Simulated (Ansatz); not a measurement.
# HfPb2: the cost of one run

Method: DFT PBE, scalar-relativistic, plane waves, PAW, in Ansatz 0.2.0.

### Step 1. Starting point

Symmetry: P6/mmm, No. 191, hexagonal system. Conventional cell: a = 5.333 Å, b = 5.333 Å, c = 3.269 Å, α = 90.00°, β = 90.00°, γ = 120.00°. Hf (site symmetry 6/mmm) is surrounded by 2 Hf at 3.27 Å and 12 Pb at 3.49 Å. Pb (site symmetry -6m2) is surrounded by 5 Pb at 3.08 to 3.27 Å and 6 Hf at 3.49 Å.

As a file:

```cif
data_structure
_symmetry_space_group_name_H-M 'P 1'
_symmetry_Int_Tables_number 1
_cell_length_a 5.3329
_cell_length_b 5.3329
_cell_length_c 3.2691
_cell_angle_alpha 90.000
_cell_angle_beta 90.000
_cell_angle_gamma 120.000
_cell_volume 80.52
loop_
_atom_site_label
_atom_site_type_symbol
_atom_site_fract_x
_atom_site_fract_y
_atom_site_fract_z
_atom_site_occupancy
Hf1 Hf 0.00000 0.00000 0.00000 1
Pb1 Pb 0.33333 0.66667 0.50000 1
Pb2 Pb 0.66667 0.33333 0.50000 1
```

Recipe of the guess: ordered superstructure of omega (P6/mmm, No. 191). The dimensions are guesses.

### Step 2. Probe: one point on a coarse mesh

Input file input.yaml:

```yaml
crystal:
  lattice:
    - [5.33292176, 0.0, 0.0]
    - [-2.66646088, 4.61844572, 0.0]
    - [0.0, 0.0, 3.26908104]
  atoms:
    - { symbol: Hf, position: [0.0, 0.0, 0.0] }
    - { symbol: Pb, position: [0.33333333, 0.66666667, 0.5] }
    - { symbol: Pb, position: [0.66666667, 0.33333333, 0.5] }
basis:
  ecutwfc: 420
kpoints:
  mp_grid: { grid: [6, 6, 6] }
hamiltonian:
  xc: pbe
scf:
  occupations: { method: gaussian, width: 0.1 }
  lower_state_search: "off"
output:
  forces: true
  stress: true
  eigenvalues: true
```

Started as:

```sh
ansatz run input.yaml --threads 1 --pin off --max-ram 2048MiB --backend cpu --events-out ev --progress --plain --runs-dir out
```

Q: Estimate wall time and peak memory on 1 thread of Arm Neoverse V2, shared host.

About 3.8 s, with a peak of 0.37 GiB.
